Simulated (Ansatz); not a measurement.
# WAu (F-43m) in Ansatz: further runs

Aim: see how the results for WAu move with the level of theory and the settings. Levels: r2SCAN50, HF, r2SCAN0. Tasks: single point.

All numbers are computed with Ansatz 0.2.0; they aren't measurements. Logs are shortened: lines on timing, memory, paths and dates and some standing lists are left out, and cuts for length are marked.

### 1 The structure

Symmetry: F-43m, No. 216, cubic system. Conventional cell: a = 5.496 Å, b = 5.496 Å, c = 5.496 Å, α = 90.00°, β = 90.00°, γ = 90.00°. W (site symmetry -43m) is surrounded by 4 Au at 2.38 Å. Au (site symmetry -43m) is surrounded by 4 W at 2.38 Å.

The cell was built by a generator and needn't be a form met in nature.

### 2 Single point, r2SCAN50

input.yaml reads:

```yaml
crystal:
  lattice:
    - [0.0, 2.74797926, 2.74797926]
    - [2.74797926, 0.0, 2.74797926]
    - [2.74797926, 2.74797926, 0.0]
  atoms:
    - { symbol: W, position: [0.0, 0.0, 0.0] }
    - { symbol: Au, position: [0.75, 0.75, 0.75] }
hamiltonian:
  xc: r2scan50
  pseudopotentials: { kind: paw }
kpoints:
  mp_grid: { grid: [4, 4, 4] }
scf:
  occupations: { method: fermi_dirac, width: 0.05 }
output:
  forces: true
  stress: true
  eigenvalues: true
```

Potentials or basis: Ansatz PAW.

Run with:

```
> ansatz run input.yaml --threads 2 --pin off --max-ram 5632MiB --backend cpu --events-out ev --progress --plain --runs-dir out
```

The log of the run:

```text
Warning: output.stress: scf.convergence.dr2_threshold = 1e-7 eV (the SCF's general default) is looser than the 2e-10 eV advised for a printed stress (1e-10 eV for each atom of the cell: 2). What an SCF threshold leaves in a stress goes as its square root, and in the free energy as the threshold itself, and one threshold admits the most on a small cell: of the crystals measured, under no hybrid functional and no lock of the moments, on runs that ended without the residual-converged pass, on stresses that held no estimate of that error, the worst erred by over 100 MPa in a component at 1e-7 eV an atom and by under 5 at 1e-10. Set scf.convergence.dr2_threshold to 2e-10 eV or tighter. The threshold is an SCF's pass mark: one that does not reach it within its budget of iterations ends unconverged, or closes short of it on a stop that the run arms, and scf.convergence.dr2_threshold's page says what that costs each kind of run
Warning: output.stress: scf.exx.energy_threshold = 1e-6 eV is looser than the 2e-8 eV advised for a stress under a hybrid functional (1e-8 eV for each atom of the cell: 2). Every SCF of the exchange loop can meet its threshold on dr2 while the loop round them stops early: no threshold on dr2 bounds what that leaves in the stress. Set scf.exx.energy_threshold to 2e-8 eV or tighter. The threshold is the loop's pass mark: a loop that does not reach it within its budget of cycles ends unconverged, and scf.exx.energy_threshold's page has the law
Warning: RAYON_NUM_THREADS=2 ignored (pool sized by the plan → 2); use --threads N
Engine: ansatz 0.2.0, aarch64-unknown-linux-gnu
Pseudopotentials: kind: paw
Pseudopotential: W, paw, valence charge 14, recommended cutoff 500 eV (meta_gga), W.paw.azcp
Pseudopotential: Au, paw, valence charge 19, recommended cutoff 500 eV (meta_gga), Au.paw.azcp
Functional definition: r2SCAN50
  parameter a = 0.5
  parameter k0 = 0.174
  parameter k1 = 0.065
  parameter a1 = 4.9479
  exchange = (1 - a)*r2scan_x(k0 = k0, k1 = k1, a1 = a1) + a*exact_x
  correlation = r2scan_c
Crystal: 2 atoms, lattice volume = 41.502 Å³
Basis set: ecut = 500 eV, 1067 PW (Γ), exchange–correlation on 120×120×120 points (64 copies of the dense FFT grid, shifted against one another)
Bands: 21, of which v1, the nominal top of the filled ones, is band 17 counted from 1 (16 counted from 0)
Symmetry: 24 space group operations
Space group: F-43m (ITA 216), of the structure as read, at distance tolerance 3.5e-5 Å
k-points: 8 of 64 (time reversal used)
Non-local potential: W, projectors of the file, l = 0: 3, l = 1: 2, l = 2: 2, l = 3: 1
Non-local potential: Au, projectors of the file, l = 0: 3, l = 1: 2, l = 2: 2, l = 3: 1
PAW form: soft (Blöchl's): semilocal exchange-correlation on the pseudo side does not see the compensation charge
PAW frozen core: W, regenerated for the run's functional, and the local potential with it (the file was generated under x = pbe(κ = 0.804, μ = 0.2195149727645171), c = pbe(β = 0.06672455060314922))
PAW frozen core: Au, regenerated for the run's functional, and the local potential with it (the file was generated under x = pbe(κ = 0.804, μ = 0.2195149727645171), c = pbe(β = 0.06672455060314922))
PAW one-centre angular grid: W, 590 points (default); XC on 160 Gauss nodes
PAW one-centre angular grid: Au, 590 points (default); XC on 160 Gauss nodes
Initial density: superposition of atomic densities (neutral atoms: chi_scale 0, normalization atom), corrected by the library's trained network
Initial wavefunctions: pseudopotential atomic-orbital guess
Functional: x = r2scan, c = r2scan; τ floored in thin density (d = 2e-4 eV/Å³), warm-up for x = 0.5 r2scan + 0.5 exact, c = r2scan; τ floored in thin density (d = 2e-4 eV/Å³)
SCF iter   1: F=—  HF=-23556.086770 eV  |F-HF|=—  |Δ(HF+E_count)|=         —  Δρ=7.30e-3  dr2=1.08e-2  dr2_τ=6.98e-2  ethr=1.77e-3  ⟨swp⟩=8.6  Hψ=689  notcnv=0
preconditioner: auto → none  [insulator: Δε(μ)=0.474 eV  Ē_g=8.609 eV  σ=0.050 eV  W_gap=0.51  n_scr=14 (ndim 8)  ℏωp=23.8 eV  f_vac=0.000  D(μ)=7.74/eV (n_scr^D=136)]
SCF iter   2: F=—  HF=-23556.128396 eV  |F-HF|=—  |Δ(HF+E_count)|=   4.16e-2  Δρ=4.08e-3  dr2=5.51e-3  dr2_τ=5.82e-4  ethr=3.28e-5  ⟨swp⟩=4.1  Hψ=459  notcnv=0  defer=1
SCF iter   3: F=—  HF=-23556.130045 eV  |F-HF|=—  |Δ(HF+E_count)|=   1.65e-3  Δρ=3.74e-3  dr2=7.09e-3  dr2_τ=1.11e-3  ethr=1.67e-5  ⟨swp⟩=3.4  Hψ=415  notcnv=0
iter 4 solved again at ethr=1.42e-7 eV; its pass at ethr=1.67e-5 eV (dr2=4.70e-5 eV) is discarded
SCF iter   4: F=—  HF=-23556.129144 eV  |F-HF|=—  |Δ(HF+E_count)|=   9.00e-4  Δρ=5.56e-4  dr2=4.60e-5  dr2_τ=1.89e-5  ethr=1.42e-7  ⟨swp⟩=3.0  Hψ=683  notcnv=0
SCF iter   5: F=—  HF=-23556.129160 eV  |F-HF|=—  |Δ(HF+E_count)|=   1.63e-5  Δρ=3.23e-4  dr2=1.97e-5  dr2_τ=1.41e-6  ethr=1.39e-7  ⟨swp⟩=3.1  Hψ=321  notcnv=0
SCF iter   6: F=—  HF=-23556.129175 eV  |F-HF|=—  |Δ(HF+E_count)|=   1.41e-5  Δρ=1.04e-4  dr2=3.68e-6  dr2_τ=2.97e-7  ethr=5.98e-8  ⟨swp⟩=3.0  Hψ=328  notcnv=0
SCF iter   7: F=—  HF=-23556.129176 eV  |F-HF|=—  |Δ(HF+E_count)|=   1.28e-6  Δρ=2.89e-5  dr2=1.79e-7  dr2_τ=1.64e-8  ethr=1.12e-8  ⟨swp⟩=3.0  Hψ=359  notcnv=0
SCF iter   8: F=—  HF=-23556.129176 eV  |F-HF|=—  |Δ(HF+E_count)|=   6.98e-8  Δρ=4.69e-6  dr2=7.81e-9  dr2_τ=8.25e-10  ethr=5.42e-10  ⟨swp⟩=3.4  Hψ=390  notcnv=0
SCF iter   9: F=-23556.129176 eV  HF=-23556.129176 eV  |F-HF|=6.55e-11  |Δ(HF+E_count)|=   5.71e-9  Δρ=1.20e-6  dr2=7.08e-10  dr2_τ=2.37e-11  ethr=2.37e-11  ⟨swp⟩=3.0  Hψ=349  notcnv=0
SCF 1 converged in 9 iterations: F = -23556.129176 eV  dr2 = 7.08e-10
[... 32 lines left out ...]
SCF iter   5: F=—  HF=-23540.586800 eV  |F-HF|=—  |Δ(HF+E_count)|=   1.32e-6  Δρ=1.74e-5  dr2=3.52e-6  dr2_τ=5.98e-9  ethr=1.45e-10  ⟨swp⟩=4.1  Hψ=497  notcnv=0
SCF iter   6: F=—  HF=-23540.586800 eV  |F-HF|=—  |Δ(HF+E_count)|=   3.51e-8  Δρ=1.21e-6  dr2=3.40e-6  dr2_τ=1.61e-10  ethr=1.45e-10  ⟨swp⟩=3.0  Hψ=355  notcnv=0
SCF iter   7: F=—  HF=-23540.586817 eV  |F-HF|=—  |Δ(HF+E_count)|=   1.70e-5  Δρ=6.67e-5  dr2=1.13e-6  dr2_τ=7.85e-8  ethr=1.06e-12  ⟨swp⟩=6.4  Hψ=770  notcnv=0
SCF iter   8: F=—  HF=-23540.586817 eV  |F-HF|=—  |Δ(HF+E_count)|=   4.31e-7  Δρ=3.68e-6  dr2=2.19e-7  dr2_τ=3.18e-10  ethr=1.87e-12 (applied; sched 1.06e-12)  ⟨swp⟩=5.0  Hψ=626  notcnv=0
SCF iter   9: F=—  HF=-23540.586817 eV  |F-HF|=—  |Δ(HF+E_count)|=   2.08e-9  Δρ=3.13e-7  dr2=2.09e-7  dr2_τ=2.19e-11  ethr=1.26e-12 (applied; sched 1.06e-12)  ⟨swp⟩=4.0  Hψ=430  notcnv=0
Mixer restart at iter 9: flushing history
SCF iter  10: F=—  HF=-23540.586817 eV  |F-HF|=—  |Δ(HF+E_count)|=   5.41e-7  Δρ=2.10e-5  dr2=1.77e-7  dr2_τ=8.51e-9  ethr=1.78e-12 (applied; sched 1.00e-12)  ⟨swp⟩=5.2  Hψ=602  notcnv=0
SCF iter  11: F=—  HF=-23540.586818 eV  |F-HF|=—  |Δ(HF+E_count)|=   1.56e-7  Δρ=1.22e-5  dr2=7.27e-8  dr2_τ=3.90e-9  ethr=1.67e-12 (applied; sched 1.00e-12)  ⟨swp⟩=4.9  Hψ=568  notcnv=0
SCF iter  12: F=—  HF=-23540.586818 eV  |F-HF|=—  |Δ(HF+E_count)|=   1.15e-7  Δρ=8.94e-6  dr2=5.65e-8  dr2_τ=3.51e-9  ethr=1.62e-12 (applied; sched 1.00e-12)  ⟨swp⟩=4.2  Hψ=552  notcnv=0
SCF iter  13: F=—  HF=-23540.586818 eV  |F-HF|=—  |Δ(HF+E_count)|=   9.29e-8  Δρ=6.96e-6  dr2=2.61e-8  dr2_τ=2.68e-9  ethr=1.64e-12 (applied; sched 1.00e-12)  ⟨swp⟩=4.4  Hψ=557  notcnv=0
SCF iter  14: F=-23540.586818 eV  HF=-23540.586818 eV  |F-HF|=2.04e-10  |Δ(HF+E_count)|=   6.80e-9  Δρ=8.77e-7  dr2=9.24e-10  dr2_τ=5.94e-11  ethr=1.46e-12 (applied; sched 1.00e-12)  ⟨swp⟩=4.2  Hψ=502  notcnv=0
SCF 4 converged in 14 iterations: F = -23540.586818 eV  dr2 = 9.24e-10
  Residual-converged pass: ⟨swp⟩=1.8  Hψ=187  notcnv=0  max |occ|·‖R‖ = 2.4e-6 eV (tolerance 2.4e-6 eV)  dr2=9.25e-10  dr2_τ=5.95e-11  dr2_onsite=1.17e-11  max |Δocc| = 4.1e-24
hybrid outer 3: dexx = +1.309e-4 eV, tail = 2.40e-4 eV, Δε = 1.58e-2 eV (about 8.67e-4 eV left of the loop's levels)
Frozen-core exchange: fock
SCF iter   1: F=—  HF=-23540.586815 eV  |F-HF|=—  |Δ(HF+E_count)|=         —  Δρ=4.69e-6  dr2=1.41e-8  dr2_τ=2.67e-9  ethr=4.01e-9  ⟨swp⟩=4.0  Hψ=395  notcnv=0
preconditioner: auto → none  [insulator: Δε(μ)=0.932 eV  Ē_g=12.237 eV  σ=0.050 eV  W_gap=0.83  n_scr=14 (ndim 8)  ℏωp=23.8 eV  f_vac=0.000  D(μ)=2.08/eV (n_scr^D=14)]
SCF iter   2: F=-23540.586815 eV  HF=-23540.586815 eV  |F-HF|=8.51e-10  |Δ(HF+E_count)|=   2.33e-8  Δρ=3.36e-6  dr2=4.54e-9  dr2_τ=5.75e-10  ethr=2.54e-11  ⟨swp⟩=3.6  Hψ=436  notcnv=0
SCF 5 converged in 2 iterations: F = -23540.586815 eV  dr2 = 4.54e-9
  Residual-converged pass: ⟨swp⟩=2.4  Hψ=296  notcnv=0  max |occ|·‖R‖ = 2.1e-6 eV (tolerance 2.4e-6 eV)  dr2=4.54e-9  dr2_τ=5.77e-10  dr2_onsite=4.67e-10  max |Δocc| = 2.2e-24
hybrid outer 4: dexx = +3.380e-8 eV, tail = 1.61e-8 eV, Δε = 2.88e-4 eV (about 1.34e-4 eV left of the loop's levels), ΔF = 3.70e-17 eV/Å (tail 1.77e-17)
hybrid SCF converged: 4 outer / 28 inner (+9 warm-up), last move |dexx| = 3.38e-8 eV, tail = 1.61e-8 eV
Stability not checked: this state was not tested for a lower state beside it, because the functional holds exact exchange (a hybrid, or Hartree-Fock), whose exchange loop this test does not read (fock_operator; see scf.lower_state_search)
Free energy (F): -23540.586815 eV
Frozen-core exchange: fock
Harris-Foulkes:  -23540.586815 eV  (|F-HF|=8.51e-10)
Internal energy: -23540.569919 eV  (E = F + TS)
E sigma→0 (E₀):  -23540.578367 eV
Entropy (-TS):   -0.016896 eV (-8.448 meV/atom)
Fermi energy:    16.186293 eV
--- Per-component energies (eV) ---
  E_band       = -671.850117
  E_kinetic    = 1058.171395
  E_local      = -3361.988566  (includes V_loc(G=0)·N_el)
  E_nonlocal   = 75.406274
  E_hartree    = 1373.638405
  E_xc         = -257.408544
  E_vxc        = -302.132840  (∫ρ·V_xc dr)
  E_exx        = -248.577865  (= α·E_x^exact, valence–valence)
  E_paw        = -18265.542522  (= ΣΔE_a)
  E_vpaw       = -406.144329  (= ΣTr[D̂ρ^β])
  E_aug_tail   = 0.000622  (compensation charges beyond the density's cutoff)
  E_vtau       = 14.717119  (kinetic-family band-sum trace: ∫τ·v_τ [+ j·A + Jᵃ·Aᵃ] dr)
  E_ewald      = -3904.385016
  E_core_change = -9.884101  (= ΣΔE_core)
  E_smearing   = -0.016896  (= −TS)
  E_closure    = -0.000000  (closes the sum)
  Σ components = -23540.586815   (vs F -23540.586815, Δ=-3.64e-12)
--- Forces (eV/Å), atoms counted from 1 ---
  atom   1  W      0.00000000     0.00000000    -0.00000000
  atom   2  Au     0.00000000    -0.00000000     0.00000000
  max |Σ_I F_I| component: 4.39e-16 eV/Å
--- Stress (GPa, compression-positive) ---
       22.861126       0.000000      -0.000000
        0.000000      22.861126       0.000000
       -0.000000       0.000000      22.861126
  P = ⅓ Tr σ = 22.8611 GPa (228.611 kbar)
--- Band table (eV; the first three rows and the last of 8) ---
  k-point 0: bands = ["-102.7968", "-67.5292", "-51.3014", "-51.3014", "-51.3014", "-28.7711", "-28.7711", "-28.7711", "4.5458", "6.1753", "6.1753", "6.6136", "6.6136", "6.6136", "13.8505", "13.8505", "13.8505", "19.9389", "19.9389", "27.7549", "30.3141"]
  k-point 1: bands = ["-102.7970", "-67.5301", "-51.3033", "-51.3033", "-51.2974", "-28.8089", "-28.7687", "-28.7687", "5.6805", "6.0373", "6.0373", "6.6797", "6.8639", "6.8639", "12.7983", "14.3329", "14.3329", "19.5841", "19.5841", "25.2339", "27.7202"]
  k-point 2: bands = ["-102.7969", "-67.5318", "-51.3057", "-51.3057", "-51.2928", "-28.8538", "-28.7698", "-28.7698", "5.9444", "6.4468", "6.4468", "6.4943", "6.4943", "8.0815", "12.4908", "14.8552", "14.8552", "19.5051", "19.5051", "20.5719", "27.1536"]
  k-point 7: bands = ["-102.7970", "-67.5315", "-51.3107", "-51.3105", "-51.2830", "-28.8521", "-28.7972", "-28.7713", "5.6008", "5.6291", "6.4234", "7.0131", "7.1586", "9.6085", "12.7418", "13.9193", "18.5498", "19.9275", "19.9585", "20.3331", "21.1698"]
```

It took 18 s on 2 threads of Arm Neoverse V1, shared host; peak memory 0.82 GiB.

What came out:

```yaml
Free_energy: -23540.5868 eV
Pressure: 22.9 GPa
Band_gap_on_the_k_mesh: none (metal or under the smearing width)
```

Caveat: the k mesh is coarse (spacing up to 0.50 Å⁻¹), so the values aren't converged, least of all with exact exchange; so large a pressure means that the cell lies far from this level's equilibrium, or that cutoff or potentials fall short; the PAW data sets come from PBE, with cores solved anew for the run's functional, which leaves a small shift of forces and pressure; the thresholds are loose for stress. The run has no spin-orbit coupling, so splittings on Au, W are missing.

### 3 Single point, HF

input.yaml: that of step 2 with these lines changed.

```diff
@@ -9,3 +9,3 @@
 hamiltonian:
-  xc: r2scan50
+  xc: hf
   pseudopotentials: { kind: paw }
```

Potentials or basis: Ansatz PAW.

Run with:

```
> ansatz run input.yaml --threads 2 --pin off --max-ram 5632MiB --backend cpu --events-out ev --progress --plain --runs-dir out
```

The log of the run:

```text
Warning: output.stress: scf.convergence.dr2_threshold = 1e-7 eV (the SCF's general default) is looser than the 2e-10 eV advised for a printed stress (1e-10 eV for each atom of the cell: 2). What an SCF threshold leaves in a stress goes as its square root, and in the free energy as the threshold itself, and one threshold admits the most on a small cell: of the crystals measured, under no hybrid functional and no lock of the moments, on runs that ended without the residual-converged pass, on stresses that held no estimate of that error, the worst erred by over 100 MPa in a component at 1e-7 eV an atom and by under 5 at 1e-10. Set scf.convergence.dr2_threshold to 2e-10 eV or tighter. The threshold is an SCF's pass mark: one that does not reach it within its budget of iterations ends unconverged, or closes short of it on a stop that the run arms, and scf.convergence.dr2_threshold's page says what that costs each kind of run
Warning: output.stress: scf.exx.energy_threshold = 1e-6 eV is looser than the 2e-8 eV advised for a stress under a hybrid functional (1e-8 eV for each atom of the cell: 2). Every SCF of the exchange loop can meet its threshold on dr2 while the loop round them stops early: no threshold on dr2 bounds what that leaves in the stress. Set scf.exx.energy_threshold to 2e-8 eV or tighter. The threshold is the loop's pass mark: a loop that does not reach it within its budget of cycles ends unconverged, and scf.exx.energy_threshold's page has the law
[... 198 lines left out ...]
  k-point 0: bands = ["-110.5092", "-74.0797", "-56.7578", "-56.7578", "-56.7578", "-32.8689", "-32.8689", "-32.8689", "3.2474", "4.6914", "4.6914", "5.1023", "5.1023", "5.1023", "13.3840", "13.3840", "13.3840", "23.8099", "23.8099", "31.2997", "33.8330"]
  k-point 1: bands = ["-110.5084", "-74.0799", "-56.7606", "-56.7606", "-56.7536", "-32.9343", "-32.8717", "-32.8717", "4.4322", "4.5039", "4.5039", "5.3498", "5.3942", "5.3942", "12.4197", "14.2207", "14.2207", "23.1605", "23.1605", "28.6779", "31.0961"]
  k-point 2: bands = ["-110.5075", "-74.0817", "-56.7639", "-56.7639", "-56.7475", "-33.0092", "-32.8762", "-32.8762", "4.4763", "4.9458", "4.9458", "4.9858", "4.9858", "7.1938", "12.5543", "15.2366", "15.2366", "22.7050", "22.7050", "23.4221", "30.4485"]
  k-point 7: bands = ["-110.5078", "-74.0804", "-56.7716", "-56.7706", "-56.7354", "-33.0025", "-32.9238", "-32.8879", "3.9720", "4.0139", "5.0263", "5.5462", "5.7295", "8.8698", "12.9204", "15.0355", "20.8844", "22.0293", "22.8466", "23.5893", "24.1120"]
```

It took 20 s on 2 threads of Arm Neoverse V1, shared host; peak memory 0.66 GiB.

Results:

* Free energy: -23266.6522 eV
* Pressure: 36.3 GPa
* Band gap on the k mesh: none (metal or under the smearing width)

Caveat: the k mesh is coarse (spacing up to 0.50 Å⁻¹), so the values aren't converged, least of all with exact exchange; so large a pressure means that the cell lies far from this level's equilibrium, or that cutoff or potentials fall short; the pressure holds a Pulay correction of +0.4 GPa for the finite cutoff; the PAW data sets come from PBE, with cores solved anew for the run's functional, which leaves a small shift of forces and pressure; the thresholds are loose for stress. The run has no spin-orbit coupling, so splittings on Au, W are missing.

### 4 Single point, r2SCAN0

input.yaml: that of step 3 with these lines changed.

```diff
@@ -9,3 +9,3 @@
 hamiltonian:
-  xc: hf
+  xc: r2scan0
   pseudopotentials: { kind: paw }
@@ -19 +19,5 @@
   eigenvalues: true
+  write_density: true
+  write_potential: true
+  elf: true
+  volumetric_format: npy
```

Run with:

```
> ansatz run input.yaml --threads 2 --pin off --max-ram 5632MiB --backend cpu --events-out ev --progress --plain --runs-dir out
```

Wall time 18 s (2 threads of Arm Neoverse V1, shared host); peak memory 0.82 GiB.

The run converged. Its results:

```yaml
Free_energy: -23548.2862 eV
Pressure: 26.1 GPa
Band_gap_on_the_k_mesh: none (metal or under the smearing width)
```

Levels at points of the mesh, in eV from the Fermi level:
```
             k point  band 14  band 15  band 16  band 17  band 18  band 19  band 20  band 21
  (0.00, 0.00, 0.00)    -8.07    -1.54    -1.54    -1.54     3.04     3.04    10.76    13.26
 (0.00, 0.00, -0.50)    -6.93    -2.93    -0.72    -0.72     2.68     2.68     3.66    10.22
(0.00, -0.50, -0.50)    -5.37    -4.14     0.93     2.29     2.71     2.71     4.54     4.54
```

Caveat: the k mesh is coarse (spacing up to 0.50 Å⁻¹), so the values aren't converged, least of all with exact exchange; so large a pressure means that the cell lies far from this level's equilibrium, or that cutoff or potentials fall short; the PAW data sets come from PBE, with cores solved anew for the run's functional, which leaves a small shift of forces and pressure; the thresholds are loose for stress.

### 5 Summary

| level | cutoff (eV) | gap on the mesh (eV) | pressure (GPa) |
| --- | --- | --- | --- |
| r2SCAN50 | 500 | none | 22.9 |
| HF | 420 | none | 36.3 |
| r2SCAN0 | 500 | none | 26.1 |

Alike in all rows: task single point; potentials or basis Ansatz PAW; no spin polarisation; cell as given; k mesh 4 × 4 × 4; smearing fermi-dirac 0.05 eV; the mesh is coarse, so values aren't converged.

Caveats: all runs use coarse meshes; so large a pressure means that the cell lies far from this level's equilibrium, or that cutoff or potentials fall short; the PAW data sets come from PBE, with cores solved anew for the run's functional, which leaves a small shift of forces and pressure; the thresholds are loose for stress.

Absolute energies hang on the potentials; compare differences alone.
